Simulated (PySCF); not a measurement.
# SnF+: bond curves at several levels of theory

The task here is to estimate one member of a computed series from the others.

Program: PySCF 2.14.0. Level of theory: Sn def2-TZVPPD with ECP28, F def2-TZVPPD, scalar-relativistic core potentials. These are calculated values, not measurements.

Set-up of the first run:

A driver script around PySCF takes these settings:

```
atoms                         : Sn, F
charge                        : 1
basis                         : Sn def2-TZVPPD with ECP28, F def2-TZVPPD
Hamiltonian                   : scalar-relativistic core potentials
basis functions               : 96
electrons treated             : 30
masses in u                   : 119.9022, 18.9984
levels                        : PBE0, PBE, r²SCAN, BP86, BHandHLYP, BLYP, B97-3, M06, HSE06, HF, MP2, SCS-MP2, CCSD, CCSD(T)
grid                          : 80 radial by 434 angular points
occupations                   : held fixed by the projection of orbital angular momentum
dissociation limit            : Sn+ + F, each in its ground configuration
starting distance in angstrom : 2.065
values of 2S to try           : 0, 2
```

Launch:

```console
$ OMP_NUM_THREADS=2 python dia.py task.json out
```

Steps of the session up to this table: The job; PBE0 along the bond; Excited determinants; PBE (GGA); r²SCAN (meta-GGA); BP86; BHandHLYP; BLYP; B97-3 (global hybrid GGA); M06; HSE06 (range-separated hybrid); RHF (mean field); Adding correlation.

One table of the session follows, with a row left open; its other results are not shown here.

Energy (eV) from each level's lowest point:

| R (Å) | RHF | RHF-MP2 | RHF-SCS-MP2 | RHF-CCSD | RHF-CCSD(T) |
| --- | --- | --- | --- | --- | --- |
| 1.618 | 1.372 | 1.553 | 1.570 | n/a | n/a |
| 1.693 | 0.537 | 0.670 | 0.681 | 0.632 | 0.668 |
| 1.768 | 0.120 | 0.200 | 0.206 | 0.177 | 0.199 |
| 1.825 | 0.000 | 0.040 | 0.043 | 0.028 | 0.039 |
| 1.881 | 0.000 | 0.000 | 0.000 | 0.000 | 0.000 |
| 1.937 | 0.089 | 0.050 | 0.047 | 0.062 | 0.050 |
| 2.013 | ? | ? | ? | ? | ? |
| 2.107 | 0.682 | 0.535 | 0.525 | 0.580 | 0.533 |
| 2.220 | 1.215 | 1.005 | 0.990 | 1.069 | 0.998 |
| 2.370 | 1.980 | 1.693 | 1.670 | n/a | n/a |

Estimate the missing values for R (Å) = 2.013.

Worked estimate for «RHF». A straight line through the neighbours (1.937, 0.089) and (2.107, 0.682) gives 0.089 + (0.682 − 0.089) × (2.013 − 1.937) / (2.107 − 1.937) = 0.354; a parabola fitted to 4 rows on both sides gives 0.320.

The run gave: RHF: 0.307; RHF-MP2: 0.218; RHF-SCS-MP2: 0.212; RHF-CCSD: 0.245; RHF-CCSD(T): 0.218. In «RHF» the line misses by +0.047 and the parabola by +0.013.

Caveats from the session: Lowest PBE0 solution found, without spin–orbit coupling: ¹Σ⁺ (singlet), closed shell. Warnings in the runs' records: inverted.
